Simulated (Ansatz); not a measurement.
# TiMnH6: what a guessed cell relaxes into

Aim: relax a trial structure of TiMnH6 and see where it ends.

Program: Ansatz 0.2.0. Level of theory: DFT PBE, scalar-relativistic, plane waves, PAW. These are calculated values, not measurements.

**1. Starting point**

The structure is cubic, space group Fm-3m (No. 225). Conventional cell: a = 7.578 Å, b = 7.578 Å, c = 7.578 Å, α = 90.00°, β = 90.00°, γ = 90.00°. Ti (site symmetry m-3m) has 6 H at 1.89 Å as nearest neighbours. Mn (site symmetry m-3m) has 6 H at 1.89 Å as nearest neighbours. H (site symmetry 4mm) has 1 Ti at 1.89 Å and 1 Mn at 1.89 Å as nearest neighbours.

Coordinates:

```
CELL_PARAMETERS angstrom
0.00000 3.78889 3.78889
3.78889 0.00000 3.78889
3.78889 3.78889 0.00000
ATOMIC_POSITIONS crystal
Ti 0.50000 0.50000 0.50000
Mn 0.00000 0.00000 0.00000
H 0.75000 0.25000 0.25000
H 0.25000 0.75000 0.75000
H 0.25000 0.75000 0.25000
H 0.75000 0.25000 0.75000
H 0.25000 0.25000 0.75000
H 0.75000 0.75000 0.25000
```

The cell is invented: ordered mixture on the cation sites of rhenium trioxide (Fm-3m, No. 225). Lengths come from tabulated atomic sizes and are only a guess.

**2. The guess as it stands, on a coarse mesh**

The input, input.yaml:

```yaml
crystal:
  lattice:
    - [0.0, 3.78889203, 3.78889203]
    - [3.78889203, 0.0, 3.78889203]
    - [3.78889203, 3.78889203, 0.0]
  atoms:
    - { symbol: Ti, position: [0.5, 0.5, 0.5] }
    - { symbol: Mn, position: [0.0, 0.0, 0.0], spin: 4.0 }
    - { symbol: H, position: [0.75, 0.25, 0.25] }
    - { symbol: H, position: [0.25, 0.75, 0.75] }
    - { symbol: H, position: [0.25, 0.75, 0.25] }
    - { symbol: H, position: [0.75, 0.25, 0.75] }
    - { symbol: H, position: [0.25, 0.25, 0.75] }
    - { symbol: H, position: [0.75, 0.75, 0.25] }
basis:
  ecutwfc: 420
kpoints:
  mp_grid: { grid: [4, 4, 4] }
hamiltonian:
  xc: pbe
scf:
  occupations: { method: gaussian, width: 0.1 }
  lower_state_search: "off"
output:
  forces: true
  stress: true
  eigenvalues: true
  populations: true
magnetization:
  spin_polarized: true
```

Launch:

```
$ ansatz run input.yaml --threads 1 --pin off --max-ram 2048MiB --backend cpu --events-out ev --progress --plain --runs-dir out
```

Further runs follow: coarse relaxation; final relaxation.

**Question.** What will these runs give? Wanted: conventional cell; volume; energy over the elements; gap on the mesh; total moment.

As calculated:

```
                                                              quantity                                                                      value
                                symmetry at the end (tolerance 0.05 Å)                                                space group Fm-3m (No. 225)
                                                     conventional cell  a = 6.866 Å, b = 6.866 Å, c = 6.866 Å, α = 90.00°, β = 90.00°, γ = 90.00°
                                                                volume                                                              10.11 Å³/atom
energy over the elements (uncorrected; H, N, O, F and Cl as molecules)                                                              +0.27 eV/atom
                                                       gap on the mesh                                                               none (metal)
                                                          total moment                                                               1.00 μB/cell
```

The space group Fm-3m (No. 225) is kept, and the volume per atom shrinks by 25.6 % from the first guess. With a positive formation energy it can't be a ground state. No finished test with a distortion of lower symmetry is shown, so the end may be a saddle point. Other magnetic orders were not searched.
